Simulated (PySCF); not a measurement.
# EuH5O5 ([Eu(OH)5]2-): the cost of one run

Programs: PySCF 2.14.0, with routines of our own; each step states its level. All values are computed. Atoms count from 0.

## 1. The system as given

11 atoms, charge -2, states of the metal's open shell are computed; geometry from: model geometry, bond lengths from ionic radii.

## 2. Ligand-field states: state-averaged CASSCF in water

Job settings and geometry (Å):

```
{"job": {"kind": "lf", "basis": {"metal": "x2c-TZVPall", "ligand": "x2c-SVPall"}, "nevpt": false, "solvent": "water", "roots": {"7": 7, "5": 140, "3": 113, "1": 123}}, "charge": -2, "metal": "Eu", "open_shell": "f6"}
Eu     0.000000     0.000000     0.000000
O      0.000000     0.000000     2.257000
H      0.800000     0.000000     2.797000
O      0.000000     0.000000    -2.257000
H     -0.800000     0.000000    -2.797000
O      2.257000     0.000000     0.000000
H      2.797000     0.800000     0.000000
O     -1.128500     1.954619     0.000000
H     -2.091320     2.022273     0.000000
O     -1.128500    -1.954619     0.000000
H     -0.705680    -2.822273     0.000000
```

Level: state-averaged CASSCF of the metal f shell, state-interaction spin-orbit coupling.

The run is started by

```
> OMP_NUM_THREADS=1 python lf_run.py task.json out
```

One launch serves the whole session: the jobs run in the order shown.

Q: Estimate the wall time and peak memory of this first job on 1 thread of Arm Neoverse V1, shared host.

About 50 s, with a peak of 0.83 GiB.
